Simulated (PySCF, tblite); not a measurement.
**H4O2SiZn, a small molecule taken as a stand-in for a surface group (zinc hydroxide): infrared bands, NMR shifts and electronic excitations**

Aim: the infrared bands, NMR shifts and electronic excitations of `[OH][Zn][O][SiH3]`.

Computed with tblite 0.8.0 and PySCF 2.14.0; each step states its level. No surroundings beyond the atoms listed, unless a continuum is named. Atoms count from 0, parts from 1.

## Step 1: Starting point

8 atoms, charge 0, multiplicity 1; geometry: distance geometry start.

## Step 2: Relaxing the cluster with GFN2-xTB

What the job is given:

```
{"job": {"kind": "relax", "xc": "GFN2-xTB", "basis": "xTB"}, "charge": 0, "multiplicity": 1}
O      2.190618    -0.911526    -1.072170
Zn     1.124466    -1.657390    -0.116777
O     -0.178520    -2.273754     0.663055
Si    -1.832914    -1.702132     0.454391
H      1.987012    -0.191567    -1.697737
H     -1.924956    -0.309873     0.773880
H     -2.698442    -2.441372     1.316180
H     -2.244974    -1.916483    -0.903555
```

With the program's defaults for keys left out, this is: GFN2-xTB geometry optimisation, gas phase.

Launch:

```console
$ OMP_NUM_THREADS=1 python cluster_run.py task.json out
```

One launch serves the whole session: the jobs run in the order shown.

What it wrote:

```text
step      E/eV     max force
  0    -339.59117    3.486
  1    -339.85597    2.011
  2    -339.91385    2.007
  3    -339.94834    0.452
  4    -339.96322    0.387
  5    -339.99307    0.265
  6    -339.99670    0.210
  7    -340.00173    0.229
  8    -340.00581    0.236
  9    -340.00977    0.176
 10    -340.01292    0.184
 11    -340.01627    0.153
 12    -340.01930    0.178
 13    -340.02214    0.193
 14    -340.02497    0.193
 15    -340.02877    0.208
 16    -340.03419    0.242
 17    -340.03957    0.227
 18    -340.04299    0.178
 19    -340.04558    0.157
 20    -340.04835    0.216
 21    -340.05211    0.267
 22    -340.05873    0.306
 23    -340.06752    0.352
 24    -340.07548    0.308
 25    -340.08187    0.273
 26    -340.08740    0.309
 27    -340.09540    0.369
 28    -340.10785    0.385
 29    -340.12929    0.588
 30    -340.13358    0.556
 31    -340.15285    0.528
 32    -340.16166    0.568
 33    -340.17146    0.226
 34    -340.17794    0.451
 35    -340.18261    0.181
 36    -340.18515    0.174
 37    -340.19198    0.167
 38    -340.19647    0.206
 39    -340.20156    0.251
 40    -340.20482    0.192
 41    -340.20677    0.218
 42    -340.20850    0.122
 43    -340.20940    0.100
 44    -340.21180    0.078
 45    -340.21307    0.066
 46    -340.21397    0.082
 47    -340.21438    0.108
 48    -340.21483    0.098
 49    -340.21544    0.093
 50    -340.21595    0.062
 51    -340.21623    0.067
 52    -340.21646    0.070
 53    -340.21676    0.056
 54    -340.21704    0.033
 55    -340.21719    0.019
 56    -340.21722    0.004
```

Wall time 0.42 s (1 thread of Intel Xeon Platinum 8488C, shared host).

Along the way:

| step | energy from step 0 (eV) | largest force (eV/Å) |
| --- | --- | --- |
| 0 | 0.0000 | 3.4857 |
| 2 | -0.3227 | 2.0068 |
| 4 | -0.3721 | 0.3867 |
| 6 | -0.4055 | 0.2101 |
| 8 | -0.4146 | 0.2359 |
| 10 | -0.4218 | 0.1845 |
| 12 | -0.4281 | 0.1780 |
| 14 | -0.4338 | 0.1929 |
| 16 | -0.4430 | 0.2428 |
| 18 | -0.4518 | 0.1770 |
| 20 | -0.4572 | 0.2157 |
| 22 | -0.4676 | 0.3064 |
| 24 | -0.4843 | 0.3082 |
| 26 | -0.4962 | 0.3093 |
| 28 | -0.5167 | 0.3848 |
| 30 | -0.5424 | 0.5561 |
| 32 | -0.5705 | 0.5682 |
| 34 | -0.5868 | 0.4504 |
| 36 | -0.5940 | 0.1745 |
| 38 | -0.6053 | 0.2065 |
| 40 | -0.6137 | 0.1916 |
| 42 | -0.6173 | 0.1221 |
| 44 | -0.6206 | 0.0783 |
| 46 | -0.6228 | 0.0814 |
| 48 | -0.6237 | 0.0977 |
| 50 | -0.6248 | 0.0610 |
| 52 | -0.6253 | 0.0699 |
| 54 | -0.6259 | 0.0332 |
| 56 | -0.6261 | 0.0037 |

Distances of close pairs at the start and the end, largest changes first:

| bond | before (Å) | after (Å) | change (Å) |
| --- | --- | --- | --- |
| O2–Si3 | 1.763 | 1.613 | -0.150 |
| O0–Zn1 | 1.614 | 1.696 | +0.081 |
| Zn1–O2 | 1.639 | 1.706 | +0.067 |
| Si3–H5 | 1.431 | 1.468 | +0.037 |
| Si3–H6 | 1.428 | 1.463 | +0.035 |
| Si3–H7 | 1.435 | 1.468 | +0.033 |
| O0–H4 | 0.975 | 0.955 | -0.021 |

## Step 3: Infrared spectrum: GFN2-xTB

What the job is given:

```
{"job": {"kind": "ir", "xc": "GFN2-xTB", "basis": "xTB"}, "charge": 0, "multiplicity": 1}
O      3.008687     0.290018    -0.869812
Zn     1.342534     0.347799    -0.559796
O     -0.058248    -0.219694     0.231810
Si    -1.628903    -0.300459     0.589052
H      3.471812     0.873410    -1.466723
H     -2.074864     1.000672     1.101936
H     -1.681816    -1.355336     1.600714
H     -2.379202    -0.636411    -0.627182
```

Level: GFN2-xTB harmonic vibrations, gas phase.

What it wrote:

```text
mode    cm-1     km/mol
  1      35.7     20.39
  2      67.6      4.70
  3      81.3     37.03
  4     121.4     11.71
  5     211.8    112.15
  6     327.1      2.79
  7     516.5     77.28
  8     585.6     28.31
  9     590.3     47.86
 10     671.4    157.91
 11     750.1    241.72
 12     786.0    260.32
 13     821.7    371.39
 14     967.3    366.79
 15    2181.1    419.30
 16    2204.2    253.93
 17    2241.1    174.39
 18    3679.7     52.62
```

Run time: 0.1 s. Hardware: 1 thread of Intel Xeon Platinum 8488C, shared host.

The strongest bands and the atoms that carry them:

| cm⁻¹ | km/mol | atoms |
| --- | --- | --- |
| 750 | 241.7 | H6 60 %, H7 18 %, H5 15 % |
| 786 | 260.3 | H5 45 %, H7 42 % |
| 822 | 371.4 | H7 34 %, H5 33 %, H6 25 % |
| 967 | 366.8 | O2 73 %, Si3 25 % |
| 2181 | 419.3 | H7 49 %, H5 47 % |
| 2204 | 253.9 | H5 47 %, H7 46 % |

## Step 4: Optimising the geometry at PBE0-D3(BJ)/def2-SVP

Settings changed since step 3:

```diff
@@ -1,2 +1,2 @@
-{"job": {"kind": "ir", "xc": "GFN2-xTB", "basis": "xTB"}, "charge": 0, "multiplicity": 1}
+{"job": {"xc": "PBE0", "basis": "def2-SVP", "d3": "d3bj", "grid": 1, "kind": "geom"}, "charge": 0, "multiplicity": 1}
 O      3.008687     0.290018    -0.869812
```

What it wrote:

```text
step   0  E = -2220.78858517  max force = 0.033786
step   1  E = -2220.79774714  max force = 0.010458
step   2  E = -2220.79966501  max force = 0.003954
step   3  E = -2220.80088698  max force = 0.003765
step   4  E = -2220.80136615  max force = 0.004555
step   5  E = -2220.80150396  max force = 0.002040
step   6  E = -2220.80155314  max force = 0.001129
step   7  E = -2220.80160275  max force = 0.001565
step   8  E = -2220.80168716  max force = 0.002807
step   9  E = -2220.80173154  max force = 0.001957
step  10  E = -2220.80174976  max force = 0.000382
step  11  E = -2220.80175037  max force = 0.000077
optimisation converged
```

Wall time 31 s (1 thread of Intel Xeon Platinum 8488C, shared host); peak memory 0.4 GiB.

Along the way:

| step | energy from step 0 (eV) | largest force component (eV/Å) |
| --- | --- | --- |
| 0 | 0.0000 | 1.7373 |
| 1 | -0.2493 | 0.5378 |
| 2 | -0.3015 | 0.2033 |
| 3 | -0.3347 | 0.1936 |
| 4 | -0.3478 | 0.2342 |
| 5 | -0.3515 | 0.1049 |
| 6 | -0.3529 | 0.0581 |
| 7 | -0.3542 | 0.0805 |
| 8 | -0.3565 | 0.1443 |
| 9 | -0.3577 | 0.1006 |
| 10 | -0.3582 | 0.0196 |
| 11 | -0.3582 | 0.0040 |

Distances of close pairs at the start and the end, largest changes first:

| bond | before (Å) | after (Å) | change (Å) |
| --- | --- | --- | --- |
| O0–Zn1 | 1.696 | 1.763 | +0.067 |
| Zn1–O2 | 1.706 | 1.760 | +0.053 |
| Si3–H5 | 1.468 | 1.502 | +0.034 |
| Si3–H7 | 1.468 | 1.501 | +0.033 |
| Si3–H6 | 1.463 | 1.495 | +0.032 |
| O2–Si3 | 1.613 | 1.639 | +0.026 |
| O0–H4 | 0.955 | 0.962 | +0.008 |

The next job starts from the end point, and lists it.

| at the end point | value |
| --- | --- |
| point group (found at 0.08 Å tolerance) | C1 |
| rotational constants (GHz, main isotopes) | 42.322, 1.407, 1.384 |
| dipole moment (D) | 1.90 |

## Step 5: Shielding tensors: PBE0/pcSseg-1

What the job is given:

```
{"job": {"kind": "nmr", "xc": "PBE0", "basis": "pcSseg-1"}, "charge": 0, "multiplicity": 1}
O      3.086707     0.351421    -1.076864
Zn     1.527046    -0.017101    -0.342760
O      0.069494    -0.551550     0.485593
Si    -1.545829    -0.298189     0.600184
H      3.109730     1.164689    -1.590450
H     -1.864809     1.114553     0.997473
H     -2.133561    -1.209955     1.628569
H     -2.248781    -0.553896    -0.701726
```

Level: GIAO PBE0/pcSseg-1 NMR shielding, non-relativistic, gas phase.

What it wrote:

```text
coarse grid: 34104 points
cycle   1  E = -2220.7437844664  dE = -9.502e-02  |g| = 1.517e+00  |ddm| = 2.809e+00
cycle   2  E = -2219.8457411745  dE =  8.980e-01  |g| = 2.942e+00  |ddm| = 2.587e+00
cycle   3  E = -2221.0483783181  dE = -1.203e+00  |g| = 7.622e-02  |ddm| = 1.902e+00
cycle   4  E = -2221.0491296782  dE = -7.514e-04  |g| = 4.752e-02  |ddm| = 1.023e-01
cycle   5  E = -2221.0494439139  dE = -3.142e-04  |g| = 2.214e-02  |ddm| = 4.290e-02
cycle   6  E = -2221.0495241512  dE = -8.024e-05  |g| = 2.551e-03  |ddm| = 1.425e-02
cycle   7  E = -2221.0495251820  dE = -1.031e-06  |g| = 6.247e-04  |ddm| = 2.648e-03
final grid: 68872 points
cycle   8  E = -2221.0494480177  dE =  2.031e-08  |g| = 8.745e-04  |ddm| = 1.062e-03
cycle   9  E = -2221.0494478738  dE =  1.439e-07  |g| = 1.418e-03  |ddm| = 1.149e-03
cycle  10  E = -2221.0494481256  dE = -2.518e-07  |g| = 1.036e-04  |ddm| = 6.353e-04
cycle  11  E = -2221.0494481271  dE = -1.466e-09  |g| = 2.465e-05  |ddm| = 8.181e-05
cycle  12  E = -2221.0494481271  dE = -8.004e-11  |g| = 4.083e-06  |ddm| = 1.344e-05
converged SCF energy = -2221.0494481271

GIAO shielding tensors (ppm)
atom      isotropic    diamagn.    paramagn.     s11        s22        s33       span
  0 O      369.732     384.536     -14.804    354.547    365.144    389.507     34.960
  1 Zn    1652.346    2522.638    -870.293   1216.779   1234.704   2505.554   1288.775
  2 O      353.172     393.818     -40.646    301.962    366.209    391.346     89.383
  3 Si     388.714     877.571    -488.857    334.764    343.672    487.706    152.942
  4 H       31.290      30.872       0.418     21.450     25.147     47.272     25.822
  5 H       26.072      28.579      -2.507     22.635     24.304     31.277      8.643
  6 H       26.086      27.853      -1.767     22.862     23.980     31.417      8.555
  7 H       26.061      28.514      -2.452     22.613     24.288     31.282      8.669
```

Wall time 7.3 s (1 thread of Intel Xeon Platinum 8488C, shared host); peak memory 0.64 GiB.

Shifts follow as δ = σ(reference) − σ, with reference shieldings (ppm) from runs at the same level and on the same kind of geometry: $^{1}$H TMS 31.27, $^{29}$Si TMS 352.0, $^{17}$O H2O 334.6. The references are single molecules in the gas phase, so shifts against H2O, NH3, PH3, H3PO4 or CFCl3 are not on the usual liquid scales and can be off by tens of ppm.

| atoms | environment | σ (ppm) | δ (ppm) |
| --- | --- | --- | --- |
| H7 | hydrogen on a silicon bonded to O | 26.06 | 5.21 |
| H5 | hydrogen on a silicon bonded to O | 26.07 | 5.20 |
| H6 | hydrogen on a silicon bonded to O | 26.09 | 5.18 |
| H4 | hydrogen on an oxygen bonded to Zn | 31.29 | -0.02 |
| O2 | oxygen bonded to Si, Zn | 353.2 | -18.6 |
| O0 | oxygen bonded to Zn, H | 369.7 | -35.2 |
| Zn1 | Zn bonded to 2 O | 1652 | – |
| Si3 | silicon bonded to O, 3 H | 388.7 | -36.7 |

Charges from the same density, by scheme (e):

| atoms | Mulliken | IAO | Hirshfeld | ESP fit |
| --- | --- | --- | --- | --- |
| O0 | -0.66 | -1.04 | -0.43 | -0.79 |
| Zn1 | 0.96 | 1.45 | 0.65 | 0.95 |
| O2 | -0.82 | -1.11 | -0.41 | -0.60 |
| Si3 | 0.72 | 0.85 | 0.34 | 0.38 |

Mayer bond orders: O0–Zn1 0.89, Zn1–O2 0.72, O2–Si3 1.04.

## Step 6: Ultraviolet spectrum: CAM-B3LYP/def2-SVPD

Settings changed since step 5:

```diff
@@ -1,2 +1,2 @@
-{"job": {"kind": "nmr", "xc": "PBE0", "basis": "pcSseg-1"}, "charge": 0, "multiplicity": 1}
+{"job": {"kind": "uv", "xc": "CAM-B3LYP", "basis": "def2-SVPD", "nstates": 6, "ntriplets": 2, "ip": true}, "charge": 0, "multiplicity": 1}
 O      3.086707     0.351421    -1.076864
```

Method: TDDFT CAM-B3LYP/def2-SVPD, vertical, gas phase, core orbitals frozen in the response.

What it wrote:

```text
coarse grid: 34104 points
cycle   1  E = -2221.1961011488  dE = -1.549e-01  |g| = 1.167e+00  |ddm| = 3.165e+00
cycle   2  E = -2220.8009262811  dE =  3.952e-01  |g| = 1.885e+00  |ddm| = 2.633e+00
cycle   3  E = -2221.4398763638  dE = -6.390e-01  |g| = 8.388e-02  |ddm| = 1.597e+00
cycle   4  E = -2221.4406980895  dE = -8.217e-04  |g| = 6.734e-02  |ddm| = 1.367e-01
cycle   5  E = -2221.4412833072  dE = -5.852e-04  |g| = 7.208e-03  |ddm| = 5.212e-02
cycle   6  E = -2221.4412938059  dE = -1.050e-05  |g| = 2.809e-03  |ddm| = 1.274e-02
cycle   7  E = -2221.4412951534  dE = -1.347e-06  |g| = 1.685e-03  |ddm| = 3.628e-03
final grid: 68872 points
cycle   8  E = -2221.4411658678  dE =  6.550e-07  |g| = 2.660e-03  |ddm| = 3.265e-03
cycle   9  E = -2221.4411638298  dE =  2.038e-06  |g| = 4.264e-03  |ddm| = 4.747e-03
cycle  10  E = -2221.4411671788  dE = -3.349e-06  |g| = 7.818e-05  |ddm| = 2.938e-03
cycle  11  E = -2221.4411671801  dE = -1.287e-09  |g| = 3.660e-05  |ddm| = 9.281e-05
cycle  12  E = -2221.4411671805  dE = -4.520e-10  |g| = 8.063e-06  |ddm| = 6.164e-05
converged SCF energy = -2221.4411671805

Static polarisability (au): isotropic 55.739, principal 48.568 48.685 69.963

Singlet excitations
state   eV       nm        f      main configurations
  1   5.6015    221.3   0.00520   H->L 0.72, H-2->L 0.21
  2   6.1495    201.6   0.02882   H-1->L 0.63, H-2->L 0.17
  3   6.2457    198.5   0.03486   H-2->L 0.53, H-1->L 0.22, H->L 0.12
  4   6.9593    178.2   0.06375   H-3->L 0.77
  5   7.2122    171.9   0.00206   H->L+1 0.81, H-2->L+1 0.12
  6   7.5681    163.8   0.02872   H->L+2 0.49, H-1->L+1 0.34

Triplet excitations (Tamm-Dancoff, eV): 5.2522 5.7199
Vertical ionisation energy (delta-SCF) = 10.6114 eV
Vertical electron affinity (delta-SCF) = -0.0480 eV
```

It took 63 s on 1 thread of Intel Xeon Platinum 8488C, shared host; peak memory 0.67 GiB.

Frontier orbitals and where they lie:

| orbital | eV | atoms |
| --- | --- | --- |
| HOMO−3 | -11.07 | O0 76 %, Zn1 9 %, H4 7 % |
| HOMO−2 | -10.38 | O0 72 %, H4 6 %, Si3 6 % |
| HOMO−1 | -9.91 | O2 39 %, Si3 24 %, H6 18 % |
| HOMO | -9.71 | O2 39 %, Si3 19 %, H7 13 % |
| LUMO | -0.64 | Zn1 55 %, O0 15 %, O2 15 % |
| LUMO+1 | 0.68 | Zn1 68 %, O2 12 %, O0 11 % |
| LUMO+2 | 0.84 | Zn1 71 %, O0 12 %, O2 12 % |

With each of the 6 states as a Gaussian band of 0.4 eV half-width at 1/e, the curve within the window shown has maxima at 200 nm (ε 2,600), 178 nm (ε 2,800) L/(mol cm). Beyond the last state computed it falls off for lack of states. The curve at chosen wavelengths:

(nm, ε (L/mol/cm)): (158, 683), (162, 1214), (165, 1527), (169, 1921), (172, 2302), (176, 2753), (180, 2780), (183, 2525), (187, 2182), (190, 2139), (194, 2364), (198, 2612), (201, 2620), (205, 2323), (208, 1942), (212, 1388), (216, 923), (219, 666), (223, 434), (226, 320), (230, 215), (234, 143), (237, 103), (241, 63), (244, 42), (248, 24)

Further results of this job:

| property | computed |
| --- | --- |
| dipole moment (D) | 1.66 |
| polarisability (Å³) | 8.26 |
| HOMO–LUMO gap (eV) | 9.07 |
| −ε(HOMO) (eV) | 9.71 |

## Step 7: Nuclear shieldings: B97-D/def2-TZVP in chloroform

Settings changed since step 6:

```diff
@@ -1,2 +1,2 @@
-{"job": {"kind": "uv", "xc": "CAM-B3LYP", "basis": "def2-SVPD", "nstates": 6, "ntriplets": 2, "ip": true}, "charge": 0, "multiplicity": 1}
+{"job": {"kind": "nmr", "xc": "B97-D", "basis": "def2-TZVP", "pop": true, "solvent": "chloroform"}, "charge": 0, "multiplicity": 1}
 O      3.086707     0.351421    -1.076864
```

Level: GIAO B97-D/def2-TZVP NMR shielding, non-relativistic, IEF-PCM chloroform.

What it wrote:

```text
coarse grid: 34104 points
cycle   1  E = -2222.2714652200  dE =  6.884e-02  |g| = 1.566e+00  |ddm| = 2.368e+00
cycle   2  E = -2219.2968961257  dE =  2.975e+00  |g| = 4.101e+00  |ddm| = 4.103e+00
cycle   3  E = -2222.6610422487  dE = -3.364e+00  |g| = 2.330e-01  |ddm| = 3.549e+00
cycle   4  E = -2222.6530643951  dE =  7.978e-03  |g| = 4.463e-01  |ddm| = 3.517e-01
cycle   5  E = -2222.6736124659  dE = -2.055e-02  |g| = 2.478e-02  |ddm| = 1.596e-01
cycle   6  E = -2222.6737390040  dE = -1.265e-04  |g| = 1.129e-02  |ddm| = 2.190e-02
cycle   7  E = -2222.6737490151  dE = -1.001e-05  |g| = 9.303e-03  |ddm| = 1.024e-02
cycle   8  E = -2222.6737638779  dE = -1.486e-05  |g| = 5.958e-04  |ddm| = 4.829e-03
cycle   9  E = -2222.6737639228  dE = -4.493e-08  |g| = 1.143e-04  |ddm| = 5.092e-04
final grid: 68872 points
cycle  10  E = -2222.6738614399  dE = -2.850e-07  |g| = 2.812e-04  |ddm| = 1.683e-03
cycle  11  E = -2222.6738613967  dE =  4.319e-08  |g| = 5.746e-04  |ddm| = 4.553e-04
cycle  12  E = -2222.6738614523  dE = -5.563e-08  |g| = 8.058e-05  |ddm| = 3.261e-04
cycle  13  E = -2222.6738614534  dE = -1.119e-09  |g| = 2.916e-05  |ddm| = 6.692e-05
cycle  14  E = -2222.6738614535  dE = -1.246e-10  |g| = 8.566e-06  |ddm| = 1.789e-05
converged SCF energy = -2222.6738614535

GIAO shielding tensors (ppm)
atom      isotropic    diamagn.    paramagn.     s11        s22        s33       span
  0 O      351.485     376.955     -25.470    338.227    342.266    373.962     35.736
  1 Zn    1651.195    2525.205    -874.010   1219.009   1233.871   2500.705   1281.696
  2 O      327.835     371.838     -44.003    293.292    331.351    358.862     65.570
  3 Si     375.667     877.912    -502.245    319.822    329.101    478.078    158.257
  4 H       31.642      29.103       2.539     22.375     25.843     46.707     24.332
  5 H       26.074      29.307      -3.232     22.783     24.138     31.302      8.519
  6 H       26.247      28.777      -2.530     23.177     24.166     31.398      8.221
  7 H       26.071      29.257      -3.186     22.788     24.127     31.298      8.510
```

Wall time 11 s (1 thread of Intel Xeon Platinum 8488C, shared host); peak memory 0.66 GiB.

In short: σ O2 327.8, O0 351.5, Zn1 1651, Si3 375.7, H7 26.07, H5 26.07 ppm.

## Step 8: NMR shieldings: wB97X-D/def2-TZVP

Settings changed since step 7:

```diff
@@ -1,2 +1,2 @@
-{"job": {"kind": "nmr", "xc": "B97-D", "basis": "def2-TZVP", "pop": true, "solvent": "chloroform"}, "charge": 0, "multiplicity": 1}
+{"job": {"kind": "nmr", "xc": "wB97X-D", "basis": "def2-TZVP", "pop": false, "scf": {"level_shift": 0.1}}, "charge": 0, "multiplicity": 1}
 O      3.086707     0.351421    -1.076864
```

Level: GIAO wB97X-D/def2-TZVP NMR shielding, non-relativistic, gas phase.

What it wrote:

```text
final grid: 68872 points
cycle   1  E = -2221.6235820052  dE = -1.479e-01  |g| = 1.326e+00  |ddm| = 2.235e+00
cycle   2  E = -2221.5029056895  dE =  1.207e-01  |g| = 1.886e+00  |ddm| = 1.406e+00
cycle   3  E = -2221.8802749838  dE = -3.774e-01  |g| = 2.409e-01  |ddm| = 6.241e-01
cycle   4  E = -2221.8900287324  dE = -9.754e-03  |g| = 8.044e-02  |ddm| = 1.437e-01
cycle   5  E = -2221.8908763365  dE = -8.476e-04  |g| = 1.307e-02  |ddm| = 5.001e-02
cycle   6  E = -2221.8909672283  dE = -9.089e-05  |g| = 7.093e-03  |ddm| = 2.115e-02
cycle   7  E = -2221.8909848530  dE = -1.762e-05  |g| = 2.954e-03  |ddm| = 8.347e-03
cycle   8  E = -2221.8909889067  dE = -4.054e-06  |g| = 1.028e-03  |ddm| = 4.533e-03
cycle   9  E = -2221.8909895141  dE = -6.073e-07  |g| = 2.160e-04  |ddm| = 2.145e-03
cycle  10  E = -2221.8909895748  dE = -6.075e-08  |g| = 7.404e-05  |ddm| = 6.883e-04
cycle  11  E = -2221.8909895805  dE = -5.692e-09  |g| = 2.579e-05  |ddm| = 1.977e-04
cycle  12  E = -2221.8909895813  dE = -7.985e-10  |g| = 1.237e-05  |ddm| = 8.079e-05
level shift removed, Fock matrix diagonalised once more
converged SCF energy = -2221.8909895813

GIAO shielding tensors (ppm)
atom      isotropic    diamagn.    paramagn.     s11        s22        s33       span
  0 O      348.893     375.593     -26.700    338.080    339.499    369.100     31.020
  1 Zn    1626.093    2524.401    -898.308   1181.969   1192.487   2503.823   1321.854
  2 O      331.329     373.112     -41.783    299.874    329.804    364.309     64.435
  3 Si     372.213     877.174    -504.961    317.577    327.868    471.195    153.618
  4 H       31.666      28.833       2.833     22.263     25.648     47.087     24.825
  5 H       26.132      28.900      -2.768     22.870     24.299     31.225      8.355
  6 H       26.235      28.305      -2.070     23.190     24.165     31.350      8.160
  7 H       26.125      28.843      -2.719     22.879     24.282     31.214      8.335
```

Run time: 15 s. Hardware: 1 thread of Intel Xeon Platinum 8488C, shared host; peak memory 0.89 GiB.

In short: σ O2 331.3, O0 348.9, Zn1 1626, Si3 372.2, H7 26.12, H5 26.13 ppm.

## Step 9: Side by side: NMR shifts

Isotropic shieldings (ppm) of some atoms, chosen among heavy atoms and hydrogens apart, with basis size and wall time:

| run | H7 | H6 | H4 | O2 | O0 | Zn1 | Si3 | functions | time |
| --- | --- | --- | --- | --- | --- | --- | --- | --- | --- |
| PBE0/pcSseg-1 | 26.06 | 26.09 | 31.29 | 353.2 | 369.7 | 1652 | 388.7 | 123 | 7.3 s |
| B97-D/def2-TZVP in chloroform | 26.07 | 26.25 | 31.64 | 327.8 | 351.5 | 1651 | 375.7 | 171 | 11 s |
| wB97X-D/def2-TZVP | 26.12 | 26.23 | 31.67 | 331.3 | 348.9 | 1626 | 372.2 | 171 | 15 s |

## Step 10: Summary of results

| quantity | value |
| --- | --- |
| strongest single infrared mode (GFN2-xTB) | 2181 cm⁻¹ |
| point group | C1 |
| rotational constants (main isotopes) | 42.32, 1.41, 1.38 GHz |
| $^{1}$H shifts against TMS (PBE0/pcSseg-1) | 5.21, 5.20, 5.18, -0.02 ppm |
| $^{17}$O shifts against H2O (PBE0/pcSseg-1) | -18.6, -35.2 ppm |
| $^{29}$Si shifts against TMS (PBE0/pcSseg-1) | -36.7 ppm |
| shieldings of Zn (PBE0/pcSseg-1) | Zn1 1652.3 ppm |
| lowest singlet (CAM-B3LYP/def2-SVPD) | 5.60 eV (221 nm), f = 0.005 |
| brightest single state of those computed | state 4, 6.96 eV, f = 0.064 |
| lowest triplet | 5.25 eV |
| vertical ionisation energy (ΔSCF) | 10.61 eV |
| vertical electron affinity (ΔSCF) | -0.05 eV (unbound: the value hangs on the basis) |
| range of the shielding of Zn1 | 1626 to 1652 ppm |

No mode is imaginary at GFN2-xTB; the softest lies at 36 cm⁻¹. The optimisation took 11 steps and gained 0.358 eV; among the close pairs (by a distance rule), O0–Zn1 changed most, from 1.696 to 1.763 Å (PBE0/def2-SVP). At PBE0/pcSseg-1: Shielding is most anisotropic at Zn1 (span 1289 ppm, paramagnetic term -870 ppm). The lowest singlet, at 5.60 eV, is HOMO→LUMO 0.72, HOMO−2→LUMO 0.21 and is weak; of the 6 states computed, the strongest absorption comes from state 4 at 6.96 eV. The lowest triplet lies 0.35 eV below the lowest singlet (triplets in Tamm-Dancoff, singlets in full TDDFT). The orbital energy would give 9.71 eV for ionisation, ΔSCF gives 10.61 eV. In ppm, Zn1 moves most: its shielding spreads over 26 ppm, from 1626 (wB97X-D/def2-TZVP) to 1652 (PBE0/pcSseg-1).
